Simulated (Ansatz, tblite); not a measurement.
# The cluster Sc8O12: rung by rung

Aim: run the singlet of the cluster Sc8O12 at one geometry on many levels, and compare frontier levels, spin and run time.

Program: Ansatz 0.2.0, Gaussian basis. Level of theory: as each input shows. These are calculated values, not measurements.

The runs, in order: GFN1-xTB, GFN2-xTB, PBE-D4/def2-TZVP, r2SCAN-D4/def2-TZVP, r2SCAN0-D4/def2-TZVP, PBE-D4/def2-SVP, PBE0-D4/def2-SVP, MP2/def2-SVP, RPA/def2-SVP.

2 further runs of the same task are left out: 2 set aside as unsound or not needed.

## 1. The geometry

The singlet was relaxed beforehand with PBE-D4/def2-SVP. At that level it is the lowest of the isomers that a small search found.

20 atoms, charge 0, spin multiplicity 1.

Bond lengths: Sc1–O10 2.119 Å, Sc1–O14 2.019 Å, Sc1–O17 2.052 Å, Sc1–O20 1.893 Å, Sc2–O10 2.089 Å, Sc2–O15 2.020 Å, Sc2–O17 2.086 Å, Sc2–O18 1.870 Å, Sc3–O10 2.208 Å, Sc3–O11 1.937 Å, Sc3–O13 1.934 Å, Sc3–O18 1.987 Å, Sc4–O12 2.120 Å, Sc4–O15 1.980 Å, Sc4–O16 2.103 Å, Sc4–O19 1.976 Å, Sc5–O9 1.932 Å, Sc5–O14 2.039 Å and more. Angles: O10–Sc1–O14 109.1°, O10–Sc1–O17 83.2°, O10–Sc1–O20 86.3°, O14–Sc1–O17 88.2°, O14–Sc1–O20 114.5°, O17–Sc1–O20 157.1°, O10–Sc2–O15 86.3°, O10–Sc2–O17 83.2°, O10–Sc2–O18 83.5°, O15–Sc2–O17 114.2°, O15–Sc2–O18 111.4°, O17–Sc2–O18 131.3°, O10–Sc3–O11 81.9°, O10–Sc3–O13 81.9°, O10–Sc3–O18 77.9°, O11–Sc3–O13 101.8°, O11–Sc3–O18 136.1°, O13–Sc3–O18 113.2° and more.

Coordinates:

```xyz
20

Sc   -1.9874    0.7932    0.1909
Sc    0.1686   -0.6539    1.9171
Sc   -0.6273   -3.1170    0.3471
Sc    2.5298    1.2937    0.3506
Sc    0.3223    1.5716   -1.9265
Sc    1.1463   -1.0379   -0.9828
Sc    0.0680    2.6454    1.1437
Sc   -1.9440   -1.3957   -1.7190
O    -0.2843   -0.2119   -2.3537
O    -0.7624   -0.9313    0.0675
O    -2.0953   -3.0944   -0.9167
O     2.0269    3.3002    0.8151
O     0.9018   -2.8955   -0.8163
O    -0.9928    2.3684   -0.5877
O     1.8955   -0.5062    0.8803
O     1.9253    2.4121    2.0257
O    -0.9659    1.0963    1.9451
O    -0.3127   -2.4404    2.1883
O     2.1266    0.8897   -1.5413
O    -3.1391   -0.0860   -1.0272
```

No spin-orbit coupling is included.

PBE0-D4/def2-TZVP was run before; its log isn't repeated, and its numbers join the tables.

## 2. GFN1-xTB

Tight binding, by tblite at 300 K electronic temperature and without a spin-polarisation term:

```python
tblite.interface.Calculator('GFN1-xTB', numbers, positions, charge=0, uhf=0).singlepoint()
```

Energy -1773.0827 eV, HOMO -11.99 eV, LUMO -11.48 eV; 0.14 s.

## 3. GFN2-xTB

Tight binding, by tblite at 300 K electronic temperature and without a spin-polarisation term:

```python
tblite.interface.Calculator('GFN2-xTB', numbers, positions, charge=0, uhf=0).singlepoint()
```

Energy -1557.7805 eV, HOMO -10.91 eV, LUMO -10.46 eV; 0.18 s.

## 4. PBE-D4/def2-TZVP

start.molden holds the orbitals of an earlier run on this state, given as this run's starting guess.

in.yaml reads:

```yaml
crystal:
  periodic: [false, false, false]
  atoms:
    - {symbol: Sc, position_ang: [-1.987409, 0.793150, 0.190885]}
    - {symbol: Sc, position_ang: [0.168557, -0.653933, 1.917067]}
    - {symbol: Sc, position_ang: [-0.627308, -3.117016, 0.347111]}
    - {symbol: Sc, position_ang: [2.529756, 1.293662, 0.350556]}
    - {symbol: Sc, position_ang: [0.322300, 1.571572, -1.926532]}
    - {symbol: Sc, position_ang: [1.146282, -1.037936, -0.982814]}
    - {symbol: Sc, position_ang: [0.068011, 2.645417, 1.143673]}
    - {symbol: Sc, position_ang: [-1.943989, -1.395718, -1.719041]}
    - {symbol: O, position_ang: [-0.284287, -0.211883, -2.353663]}
    - {symbol: O, position_ang: [-0.762365, -0.931325, 0.067462]}
    - {symbol: O, position_ang: [-2.095261, -3.094434, -0.916744]}
    - {symbol: O, position_ang: [2.026928, 3.300220, 0.815126]}
    - {symbol: O, position_ang: [0.901766, -2.895482, -0.816314]}
    - {symbol: O, position_ang: [-0.992839, 2.368372, -0.587653]}
    - {symbol: O, position_ang: [1.895527, -0.506211, 0.880259]}
    - {symbol: O, position_ang: [1.925331, 2.412064, 2.025743]}
    - {symbol: O, position_ang: [-0.965879, 1.096260, 1.945061]}
    - {symbol: O, position_ang: [-0.312662, -2.440409, 2.188283]}
    - {symbol: O, position_ang: [2.126642, 0.889708, -1.541257]}
    - {symbol: O, position_ang: [-3.139090, -0.086036, -1.027208]}
basis:
  gaussian: {orbitals: def2-TZVP, fitting: {mean_field: def2-universal-jkfit}, initial_orbitals: start.molden}
hamiltonian: {xc: pbe, dispersion: d4}
scf: {omitted_lower_state_checks: [starts]}
output: {forces: true, orbitals: {seedname: orbitals}}
```

Command:

```bash
ansatz run in.yaml --threads 2 --pin off --events-out ev --progress --plain --max-ram 22528MiB --backend cuda --devices 0, --max-vram 18GiB
```

Further steps of the session: r2SCAN-D4/def2-TZVP; r2SCAN0-D4/def2-TZVP; PBE-D4/def2-SVP; PBE0-D4/def2-SVP; MP2/def2-SVP; RPA/def2-SVP.

**Question.** What will the summary of the whole plan be? Wanted: gap in def2-TZVP, named functionals, smallest and largest; correlation energy, MP2/def2-SVP; binding an atom, functionals in def2-TZVP; PBE0 total energy, smallest basis above largest.

The runs gave:

| quantity | value |
| --- | --- |
| gap in def2-TZVP, named functionals, smallest and largest | 0.90 eV (PBE-D4), 2.21 eV (r2SCAN0-D4) |
| correlation energy, MP2/def2-SVP | -113.03 eV |
| binding an atom, functionals in def2-TZVP | 5.63 (r2SCAN0-D4) to 5.74 eV (PBE0-D4) |
| PBE0 total energy, smallest basis above largest | 49.16 eV (def2-SVP, def2-TZVP) |

Orbital gaps of the named functionals in def2-TZVP span 0.90 eV (PBE-D4) to 2.21 eV (r2SCAN0-D4); exact exchange widens it.
